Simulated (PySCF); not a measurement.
# The bond of SnCl+, level by level

An exercise on one series of results from a longer session: the logs are not shown, and one member is left open.

Program: PySCF 2.14.0. Level of theory: Sn def2-TZVPPD with ECP28, Cl def2-TZVPPD, scalar-relativistic core potentials. These are calculated values, not measurements.

The first run:

Settings of the job:

| Quantity | Value |
| --- | --- |
| atoms | Sn, Cl |
| charge | 1 |
| basis | Sn def2-TZVPPD with ECP28, Cl def2-TZVPPD |
| Hamiltonian | scalar-relativistic core potentials |
| basis functions | 107 |
| electrons treated | 38 |
| masses in u | 119.9022, 34.9689 |
| levels | PBE0, PBE, r²SCAN, r²SCANh, BLYP, BP86, TPSS, B2PLYP, ωB97X-V, HF, MP2, SCS-MP2, CCSD, CCSD(T) |
| grid | 80 radial by 434 angular points |
| occupations | held fixed by the projection of orbital angular momentum |
| dissociation limit | Sn+ + Cl, each in its ground configuration |
| starting distance in angstrom | 2.420 |
| values of 2S to try | 0, 2 |

On the command line:

```bash
$ OMP_NUM_THREADS=2 python dia.py task.json out
```

Among the steps run: Input; First curve: PBE0; Excited determinants; PBE (GGA); r²SCAN; r²SCANh; BLYP; BP86; TPSS (meta-GGA); B2PLYP; ωB97X-V (range-separated hybrid); RHF; Adding correlation.

One of the session's tables, all rows but one given; the rest of the session is left out.

It belongs to the step «Constants by level of theory». Differences from CCSD(T) in the same basis:

```
      level  Re (mÅ)  ωe (%)
        RHF       -4    +2.0
    RHF-MP2        ?       ?
RHF-SCS-MP2       -3    +0.9
   RHF-CCSD       -6    +1.4
        PBE      +22    -5.5
       BLYP      +45    -8.8
       BP86      +24    -5.8
       TPSS      +18    -4.6
     r²SCAN       +2    -1.4
    r²SCANh       -4    -0.2
       PBE0       -2    -0.7
    ωB97X-V      -12    +1.9
     B2PLYP       +8    -1.9
```

Q: Estimate the row for RHF-MP2 from the others.

**Answer.** Re (mÅ): -10; ωe (%): +1.9. In the column «Re (mÅ)» it lies between ωB97X-V (-12) and RHF-CCSD (-6).
